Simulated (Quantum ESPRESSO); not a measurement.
## TiSn: zone-centre phonons under several settings

```
CELL_PARAMETERS angstrom
0.00000 2.80055 2.80055
2.80055 0.00000 2.80055
2.80055 2.80055 0.00000
ATOMIC_POSITIONS crystal
Ti 0.00000 0.00000 0.00000
Sn 0.50000 0.50000 0.50000
```

The cell was built by a generator and needn't be a form met in nature.

All runs used Quantum ESPRESSO 7.5; potentials GBRV 1.5 PBE; k mesh 7 × 7 × 7; relaxed cell; no spin polarisation; cutoff 925 eV; occupations cold, width 0.2 eV.

| level | volume (Å³/atom) | pressure (GPa) | lowest optical mode without the field (cm⁻¹) |
| --- | --- | --- | --- |
| PBE | 21.90 | 0.0 | 240 |
| PBE+D2 | 20.88 | 0.1 | 254 |
| PBE+D3(BJ) | 20.99 | 0.1 | 258 |
| rPW86PBE+rVV10 | ? | 0.0 | ? |

Question: What stands in the row left open?

Answer: Volume 22.24 Å³/atom; lowest optical mode without the field 235 cm⁻¹.

Caveats: the mesh is thin for the phonons of a metal; pairwise dispersion overbinds metals, which lowers pressure and volume (some runs); the potentials were made for another functional, which shifts forces and pressure (some runs).

For the row left open. Caveat: the mesh is thin for the phonons of a metal; the potentials were made for another functional, which shifts forces and pressure; pairwise dispersion overbinds metals, which lowers pressure and volume.
